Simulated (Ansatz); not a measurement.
**AlBrFHS with the probe K+: a probe moved round a molecule, part 1 of 2**

A grid of calculations on AlBrFHS (SMILES [F][Al]([SH])[Br]) with the probe K+, to see where the energy is lowest and how it rises around there.

Computed with Ansatz 0.2.0. Level: RKS PBE-D4/def2-SVP.

### 1 Starting geometry

5 atoms, charge 0, spin multiplicity 1.

Atoms are counted from 1 here; the program's logs count them from 0.

Bond lengths: F1–Al2 1.673 Å, Al2–S3 2.195 Å, Al2–Br4 2.251 Å, S3–H5 1.366 Å. Angles: F1–Al2–S3 119.5°, F1–Al2–Br4 116.1°, S3–Al2–Br4 124.4°, Al2–S3–H5 89.4°.

As a file:

```xyz
5
charge 0, multiplicity 1
F    -1.0382   -1.2549    1.1885
Al   -0.3748   -0.3834   -0.0758
S     1.7680    0.0898   -0.0551
Br   -1.7970    0.2252   -1.7107
H     1.4918    1.2496    0.6117
```

This geometry comes from a loose relaxation at PBE in a small basis, which is not shown.

### 2 Relaxing the molecule

Input file input.yaml:

```yaml
crystal:
  periodic: [false, false, false]
  atoms:
    - { symbol: F, position_ang: [-1.038154, -1.254891, 1.188505] }
    - { symbol: Al, position_ang: [-0.374838, -0.383403, -0.075812] }
    - { symbol: S, position_ang: [1.768038, 0.089784, -0.055051] }
    - { symbol: Br, position_ang: [-1.796978, 0.225237, -1.710707] }
    - { symbol: H, position_ang: [1.491833, 1.249574, 0.611666] }
basis:
  gaussian: { orbitals: def2-SVP }
hamiltonian:
  xc: pbe
  dispersion: d4
output:
  forces: true
relax:
  f_tol: 0.003
  max_steps: 120
```

Run with:

```console
$ ansatz run input.yaml --threads 1 --pin off --max-ram 2560MiB --backend cpu --events-out ev --progress --plain --runs-dir out
```

Output:

```text
Warning: RAYON_NUM_THREADS=1 ignored (pool sized by the plan → 1); use --threads N
The last accepted step is kept in <dir> (removed where the run ends without a failure and the disk answers)
Engine: ansatz 0.2.0, aarch64-unknown-linux-gnu
Functional definition: PBE
  parameter kappa = 0.804
  parameter beta = 0.06672455060314922
  exchange = pbe_x(kappa = kappa, mu = beta*pi^2/3)
  correlation = pbe_c(beta = beta)
949 factors; their error is unknown
mean field evaluation 1: about -90176.2504 eV, gradient 4.0e1 eV
mean field evaluation 2: about -90158.1642 eV, gradient 1.1e2 eV
mean field evaluation 4: about -90179.0068 eV, gradient 6.1e0 eV
mean field evaluation 8: about -90179.1026 eV, gradient 1.1e-1 eV
mean field evaluation 16: about -90179.0094 eV, gradient 6.1e-5 eV
mean field -90179.00941883 eV, -3314.0174706142 hartree, gradient 6.1e-5 eV, S^2 0.000000; 0 other end points of the search recorded, 0 dependent functions left out
the calculation of the forces begins
reference -90179.00945344 eV, -3314.0174718858 hartree; 37, 37 occupied and 50, 50 virtual orbitals, 949 factors
relax step   1: F+E_penalty+E_count = -90179.14042040 eV  Δ(F+E_penalty+E_count) = +0.000e0 eV  max|allowed force component| = 2.755e-2 eV/Å  Δτ_max = 0.0000 Å  (26 SCF iters, accepted)
these checks for a lower state are left out or cut short: starts, cluster_reference, orbital_swaps, neighbouring_geometries, increment
949 factors; their error is unknown
mean field -90179.00958537 eV, -3314.0174767343 hartree, gradient 6.4e-5 eV, S^2 0.000000; 0 other end points of the search recorded, 0 dependent functions left out
the calculation of the forces begins
reference -90179.00961995 eV, -3314.0174780050 hartree; 37, 37 occupied and 50, 50 virtual orbitals, 949 factors
relax step   2: F+E_penalty+E_count = -90179.14077861 eV  Δ(F+E_penalty+E_count) = -3.582e-4 eV  max|allowed force component| = 1.399e-2 eV/Å  Δτ_max = 0.0107 Å  (24 SCF iters, accepted)
these checks for a lower state are left out or cut short: starts, cluster_reference, orbital_swaps, neighbouring_geometries, increment
949 factors; their error is unknown
mean field -90179.00962823 eV, -3314.0174783094 hartree, gradient 6.4e-5 eV, S^2 0.000000; 0 other end points of the search recorded, 0 dependent functions left out
the calculation of the forces begins
reference -90179.00966282 eV, -3314.0174795806 hartree; 37, 37 occupied and 50, 50 virtual orbitals, 949 factors
relax step   3: F+E_penalty+E_count = -90179.14086000 eV  Δ(F+E_penalty+E_count) = -8.139e-5 eV  max|allowed force component| = 7.471e-3 eV/Å  Δτ_max = 0.0039 Å  (26 SCF iters, accepted)
these checks for a lower state are left out or cut short: starts, cluster_reference, orbital_swaps, neighbouring_geometries, increment
949 factors; their error is unknown
mean field evaluation 32: about -90179.0093 eV, gradient 6.2e-5 eV
mean field -90179.00929615 eV, -3314.0174661055 hartree, gradient 6.2e-5 eV, S^2 0.000000; 0 other end points of the search recorded, 0 dependent functions left out
the calculation of the forces begins
reference -90179.00933074 eV, -3314.0174673768 hartree; 37, 37 occupied and 50, 50 virtual orbitals, 949 factors
relax step   4: F+E_penalty+E_count = -90179.14053462 eV  Δ(F+E_penalty+E_count) = +3.254e-4 eV  max|allowed force component| = 1.208e-1 eV/Å  Δτ_max = 0.0141 Å  (25 SCF iters, rejected (line search))
these checks for a lower state are left out or cut short: starts, cluster_reference, orbital_swaps, neighbouring_geometries, increment
949 factors; their error is unknown
mean field -90179.00967342 eV, -3314.0174799701 hartree, gradient 6.4e-5 eV, S^2 0.000000; 0 other end points of the search recorded, 0 dependent functions left out
the calculation of the forces begins
reference -90179.00970802 eV, -3314.0174812416 hartree; 37, 37 occupied and 50, 50 virtual orbitals, 949 factors
relax step   5: F+E_penalty+E_count = -90179.14092651 eV  Δ(F+E_penalty+E_count) = -6.652e-5 eV  max|allowed force component| = 1.995e-2 eV/Å  Δτ_max = 0.0070 Å  (25 SCF iters, accepted)
these checks for a lower state are left out or cut short: starts, cluster_reference, orbital_swaps, neighbouring_geometries, increment
949 factors; their error is unknown
mean field -90179.00930564 eV, -3314.0174664544 hartree, gradient 7.2e-6 eV, S^2 0.000000; 0 other end points of the search recorded, 0 dependent functions left out
the calculation of the forces begins
reference -90179.00934029 eV, -3314.0174677278 hartree; 37, 37 occupied and 50, 50 virtual orbitals, 949 factors
relax step   6: F+E_penalty+E_count = -90179.14076642 eV  Δ(F+E_penalty+E_count) = +1.601e-4 eV  max|allowed force component| = 2.737e-1 eV/Å  Δτ_max = 0.0996 Å  (27 SCF iters, rejected (line search))
these checks for a lower state are left out or cut short: starts, cluster_reference, orbital_swaps, neighbouring_geometries, increment
949 factors; their error is unknown
mean field -90179.01082069 eV, -3314.0175221312 hartree, gradient 7.0e-5 eV, S^2 0.000000; 0 other end points of the search recorded, 0 dependent functions left out
the calculation of the forces begins
reference -90179.01085532 eV, -3314.0175234040 hartree; 37, 37 occupied and 50, 50 virtual orbitals, 949 factors
relax step   7: F+E_penalty+E_count = -90179.14211943 eV  Δ(F+E_penalty+E_count) = -1.193e-3 eV  max|allowed force component| = 1.022e-1 eV/Å  Δτ_max = 0.0498 Å  (24 SCF iters, accepted)
these checks for a lower state are left out or cut short: starts, cluster_reference, orbital_swaps, neighbouring_geometries, increment
949 factors; their error is unknown
mean field -90179.01279864 eV, -3314.0175948197 hartree, gradient 6.7e-5 eV, S^2 0.000000; 0 other end points of the search recorded, 0 dependent functions left out
the calculation of the forces begins
reference -90179.01283329 eV, -3314.0175960929 hartree; 37, 37 occupied and 50, 50 virtual orbitals, 949 factors
relax step   8: F+E_penalty+E_count = -90179.14413272 eV  Δ(F+E_penalty+E_count) = -2.013e-3 eV  max|allowed force component| = 1.801e-1 eV/Å  Δτ_max = 0.0492 Å  (24 SCF iters, accepted)
these checks for a lower state are left out or cut short: starts, cluster_reference, orbital_swaps, neighbouring_geometries, increment
949 factors; their error is unknown
mean field -90179.01770127 eV, -3314.0177749882 hartree, gradient 8.6e-6 eV, S^2 0.000000; 0 other end points of the search recorded, 0 dependent functions left out
the calculation of the forces begins
reference -90179.01773588 eV, -3314.0177762601 hartree; 37, 37 occupied and 50, 50 virtual orbitals, 949 factors
relax step   9: F+E_penalty+E_count = -90179.14902864 eV  Δ(F+E_penalty+E_count) = -4.896e-3 eV  max|allowed force component| = 3.596e-1 eV/Å  Δτ_max = 0.0733 Å  (28 SCF iters, accepted)
these checks for a lower state are left out or cut short: starts, cluster_reference, orbital_swaps, neighbouring_geometries, increment
949 factors; their error is unknown
mean field evaluation 64: about -90179.0326 eV, gradient 1.2e-1 eV
mean field -90179.03265404 eV, -3314.0183244921 hartree, gradient 9.7e-6 eV, S^2 0.000000; 0 other end points of the search recorded, 0 dependent functions left out
the calculation of the forces begins
reference -90179.03268854 eV, -3314.0183257602 hartree; 37, 37 occupied and 50, 50 virtual orbitals, 949 factors
relax step  10: F+E_penalty+E_count = -90179.16392906 eV  Δ(F+E_penalty+E_count) = -1.490e-2 eV  max|allowed force component| = 4.796e-1 eV/Å  Δτ_max = 0.1105 Å  (28 SCF iters, accepted)
these checks for a lower state are left out or cut short: starts, cluster_reference, orbital_swaps, neighbouring_geometries, increment
949 factors; their error is unknown
mean field -90179.06257484 eV, -3314.0194240615 hartree, gradient 5.9e-5 eV, S^2 0.000000; 0 other end points of the search recorded, 0 dependent functions left out
the calculation of the forces begins
reference -90179.06260924 eV, -3314.0194253253 hartree; 37, 37 occupied and 50, 50 virtual orbitals, 949 factors
relax step  11: F+E_penalty+E_count = -90179.19389345 eV  Δ(F+E_penalty+E_count) = -2.996e-2 eV  max|allowed force component| = 7.605e-1 eV/Å  Δτ_max = 0.1651 Å  (29 SCF iters, accepted)
these checks for a lower state are left out or cut short: starts, cluster_reference, orbital_swaps, neighbouring_geometries, increment
949 factors; their error is unknown
mean field -90179.10184792 eV, -3314.0208673205 hartree, gradient 6.2e-5 eV, S^2 0.000000; 0 other end points of the search recorded, 0 dependent functions left out
the calculation of the forces begins
reference -90179.10188207 eV, -3314.0208685756 hartree; 37, 37 occupied and 50, 50 virtual orbitals, 949 factors
relax step  12: F+E_penalty+E_count = -90179.23304504 eV  Δ(F+E_penalty+E_count) = -3.915e-2 eV  max|allowed force component| = 1.107e0 eV/Å  Δτ_max = 0.1950 Å  (29 SCF iters, accepted)
these checks for a lower state are left out or cut short: starts, cluster_reference, orbital_swaps, neighbouring_geometries, increment
949 factors; their error is unknown
mean field -90179.16889533 eV, -3314.0233312672 hartree, gradient 7.3e-5 eV, S^2 0.000000; 0 other end points of the search recorded, 0 dependent functions left out
the calculation of the forces begins
reference -90179.16892921 eV, -3314.0233325125 hartree; 37, 37 occupied and 50, 50 virtual orbitals, 949 factors
relax step  13: F+E_penalty+E_count = -90179.30239917 eV  Δ(F+E_penalty+E_count) = -6.935e-2 eV  max|allowed force component| = 5.405e-1 eV/Å  Δτ_max = 0.1997 Å  (29 SCF iters, accepted)
these checks for a lower state are left out or cut short: starts, cluster_reference, orbital_swaps, neighbouring_geometries, increment
949 factors; their error is unknown
mean field -90179.20564356 eV, -3314.0246817399 hartree, gradient 6.4e-5 eV, S^2 0.000000; 0 other end points of the search recorded, 0 dependent functions left out
the calculation of the forces begins
reference -90179.20567736 eV, -3314.0246829819 hartree; 37, 37 occupied and 50, 50 virtual orbitals, 949 factors
relax step  14: F+E_penalty+E_count = -90179.33734535 eV  Δ(F+E_penalty+E_count) = -3.495e-2 eV  max|allowed force component| = 1.683e-1 eV/Å  Δτ_max = 0.2000 Å  (30 SCF iters, accepted)
these checks for a lower state are left out or cut short: starts, cluster_reference, orbital_swaps, neighbouring_geometries, increment
949 factors; their error is unknown
mean field evaluation 96: about -90179.2088 eV, gradient 2.5e-5 eV
mean field -90179.20877431 eV, -3314.0247967928 hartree, gradient 7.1e-5 eV, S^2 0.000000; 0 other end points of the search recorded, 0 dependent functions left out
the calculation of the forces begins
reference -90179.20880797 eV, -3314.0247980297 hartree; 37, 37 occupied and 50, 50 virtual orbitals, 949 factors
relax step  15: F+E_penalty+E_count = -90179.34060210 eV  Δ(F+E_penalty+E_count) = -3.257e-3 eV  max|allowed force component| = 1.186e-1 eV/Å  Δτ_max = 0.0584 Å  (23 SCF iters, accepted)
these checks for a lower state are left out or cut short: starts, cluster_reference, orbital_swaps, neighbouring_geometries, increment
949 factors; their error is unknown
mean field -90179.20957342 eV, -3314.0248261597 hartree, gradient 7.1e-5 eV, S^2 0.000000; 0 other end points of the search recorded, 0 dependent functions left out
the calculation of the forces begins
reference -90179.20960714 eV, -3314.0248273986 hartree; 37, 37 occupied and 50, 50 virtual orbitals, 949 factors
relax step  16: F+E_penalty+E_count = -90179.34138974 eV  Δ(F+E_penalty+E_count) = -7.876e-4 eV  max|allowed force component| = 1.727e-2 eV/Å  Δτ_max = 0.0147 Å  (24 SCF iters, accepted)
these checks for a lower state are left out or cut short: starts, cluster_reference, orbital_swaps, neighbouring_geometries, increment
949 factors; their error is unknown
mean field -90179.20956961 eV, -3314.0248260194 hartree, gradient 7.0e-5 eV, S^2 0.000000; 0 other end points of the search recorded, 0 dependent functions left out
the calculation of the forces begins
reference -90179.20960329 eV, -3314.0248272574 hartree; 37, 37 occupied and 50, 50 virtual orbitals, 949 factors
relax step  17: F+E_penalty+E_count = -90179.34144256 eV  Δ(F+E_penalty+E_count) = -5.282e-5 eV  max|allowed force component| = 1.068e-2 eV/Å  Δτ_max = 0.0065 Å  (26 SCF iters, accepted)
these checks for a lower state are left out or cut short: starts, cluster_reference, orbital_swaps, neighbouring_geometries, increment
949 factors; their error is unknown
mean field -90179.20958191 eV, -3314.0248264715 hartree, gradient 1.2e-5 eV, S^2 0.000000; 0 other end points of the search recorded, 0 dependent functions left out
the calculation of the forces begins
reference -90179.20961561 eV, -3314.0248277099 hartree; 37, 37 occupied and 50, 50 virtual orbitals, 949 factors
relax step  18: F+E_penalty+E_count = -90179.34146144 eV  Δ(F+E_penalty+E_count) = -1.888e-5 eV  max|allowed force component| = 8.154e-3 eV/Å  Δτ_max = 0.0039 Å  (21 SCF iters, accepted)
these checks for a lower state are left out or cut short: starts, cluster_reference, orbital_swaps, neighbouring_geometries, increment
949 factors; their error is unknown
mean field -90179.20959330 eV, -3314.0248268902 hartree, gradient 1.6e-5 eV, S^2 0.000000; 0 other end points of the search recorded, 0 dependent functions left out
the calculation of the forces begins
reference -90179.20962700 eV, -3314.0248281286 hartree; 37, 37 occupied and 50, 50 virtual orbitals, 949 factors
relax step  19: F+E_penalty+E_count = -90179.34146329 eV  Δ(F+E_penalty+E_count) = -1.852e-6 eV  max|allowed force component| = 1.450e-4 eV/Å  Δτ_max = 0.0005 Å  (18 SCF iters, accepted)
949 factors; their error is unknown
mean field evaluation 128: about -90179.2096 eV, gradient 1.8e-2 eV
mean field -90179.20959330 eV, -3314.0248268902 hartree, gradient 1.6e-5 eV, S^2 0.000000; 1 other end points of the search recorded, 0 dependent functions left out
the calculation of the forces begins
reference -90179.20962700 eV, -3314.0248281286 hartree; 37, 37 occupied and 50, 50 virtual orbitals, 949 factors
Total energy: -90179.34149699 eV, -3314.0296742612 hartree
Atom 0 at    -0.952508    -0.860539     1.295287 Å, force    -0.000078    -0.000051     0.000102 eV/Å
Atom 1 at    -0.460365    -0.175901    -0.150170 Å, force    -0.000120    -0.000005    -0.000128 eV/Å
Atom 2 at     1.511278     0.734710    -0.281695 Å, force     0.000145     0.000121    -0.000048 eV/Å
Atom 3 at    -1.832980    -0.205380    -1.926221 Å, force     0.000048    -0.000019     0.000064 eV/Å
Atom 4 at     1.784476     0.433411     1.021399 Å, force     0.000005    -0.000046     0.000009 eV/Å
Dipole moment:     0.168258     0.044814     0.090649 e Å
```

Run time: 52 s. Hardware: 1 thread of Arm Neoverse V2, shared host; peak memory 0.14 GiB.

Along the way:

```
step  energy from step 1 (eV)  largest force component (eV/Å)
   1                   0.0000                          0.0276
   2                  -0.0004                          0.0140
   3                  -0.0004                          0.0075
   4                  -0.0001                          0.1208
   5                  -0.0005                          0.0199
   6                  -0.0003                          0.2737
   7                  -0.0017                          0.1022
   8                  -0.0037                          0.1801
   9                  -0.0086                          0.3596
  10                  -0.0235                          0.4796
  11                  -0.0535                          0.7605
  12                  -0.0926                          1.1070
  13                  -0.1620                          0.5405
  14                  -0.1969                          0.1683
  15                  -0.2002                          0.1186
  16                  -0.2010                          0.0173
  17                  -0.2010                          0.0107
  18                  -0.2010                          0.0082
  19                  -0.2010                          0.0001
```

Distances of close pairs at the start and the end, largest changes first:

```
   bond  before (Å)  after (Å)  change (Å)
 Al2–S3       2.195      2.176      -0.019
Al2–Br4       2.251      2.245      -0.006
  S3–H5       1.366      1.365      -0.001
 F1–Al2       1.673      1.673      +0.001
```

(Continued in part 2 of 2.)
